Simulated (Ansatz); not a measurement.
**H2 + SiH3 radical: a complex and its separated parts**

Aim: how far the complex at one end of a reaction step lies below its separated, relaxed parts, level by level.

Computed with Ansatz 0.2.0, Gaussian basis. Level: PBE0-D4/def2-TZVP structures, single points in def2-TZVPP, no counterpoise correction.

Levels: SPW92, PBE-D4, BLYP-D4, r2SCAN-D4, B97M-V, PBE0-D4, B3LYP-D4, r2SCAN0-D4, BHLYP-D4, CAM-B3LYP-D4, wB97X-V, wB97M-V, B2PLYP, PBE-QIDH, RPA on PBE, Hartree-Fock, MP2, CCSD, CCSD(T).

Correlated methods freeze the cores. Orbitals are unrestricted. B3LYP uses VWN-RPA correlation. B2PLYP carries no dispersion term here.

20 further runs of the same task are left out: 20 set aside as unsound or not needed.

**1. Starting geometry**

The complex: 6 atoms, charge 0, spin multiplicity 2.

Atoms are counted from 1 here; the program's logs count them from 0.

Bond lengths: H1–H2 0.747 Å, Si3–H4 1.486 Å, Si3–H5 1.486 Å, Si3–H6 1.486 Å. Angles: H4–Si3–H5 111.3°, H4–Si3–H6 111.3°, H5–Si3–H6 111.3°.

Coordinates:

```xyz
6
H5Si
H     1.11283   -0.27909   -2.12315
H     1.45764   -0.36528   -2.78041
Si   -0.48788    0.12200    0.93004
H    -1.73697   -0.68168    0.89212
H    -0.78158    1.56914    1.09449
H     0.43586   -0.36510    1.98690
```

Its parts: H2 holds atoms 1, 2; SiH3 radical holds atoms 3, 4, 5, 6. Each part counts its atoms afresh in its own runs.

**2. Relaxing H2 alone**

File relax-a/in.yaml:

```yaml
crystal:
  periodic: [false, false, false]
  atoms:
    - {symbol: H, position_ang: [1.112826, -0.279087, -2.123145]}
    - {symbol: H, position_ang: [1.457635, -0.365277, -2.780410]}
basis:
  gaussian: {orbitals: def2-TZVP}
hamiltonian: {xc: pbe0, dispersion: d4}
relax: {f_tol: 0.005, max_steps: 200}
```

No record of the launch command was kept for these runs.

After this run come: Relaxing SiH3 radical alone; wB97M-V/def2-TZVPP; CCSD(T)/def2-TZVPP; CCSD(T)/def2-QZVPP; Vibrations of H2; Vibrations of SiH3 radical.

Q: Predict the outcome of this session. Wanted: complex less parts, CCSD(T)/def2-TZVPP; with zero-point energy; largest T1 diagnostic.

The runs gave:

| quantity | value |
| --- | --- |
| complex less parts, CCSD(T)/def2-TZVPP | +0.01 kJ/mol |
| with zero-point energy | +2.40 kJ/mol |
| largest T1 diagnostic | 0.016 |

At CCSD(T) the complex lies 0.01 kJ/mol above its parts. The functionals run from PBE-QIDH, off by -0.08 kJ/mol, to SPW92, off by -3.67 kJ/mol, against CCSD(T). Mean unsigned error by rung: LDA 3.67, GGA 1.52, meta-GGA 1.17, hybrid 1.15, range-separated hybrid 0.57, double hybrid 0.16 kJ/mol. PBE-D4 gives a relative energy 1.98 kJ/mol too low, an error of 27104 % of the reference. The complex's frequency run has imaginary modes: the structure is no minimum, so both the energy and the zero-point correction are in doubt. No counterpoise was applied, and triple zeta lacks some correlation, so the CCSD(T) reference has a basis error of its own, and close matches with it are partly luck.
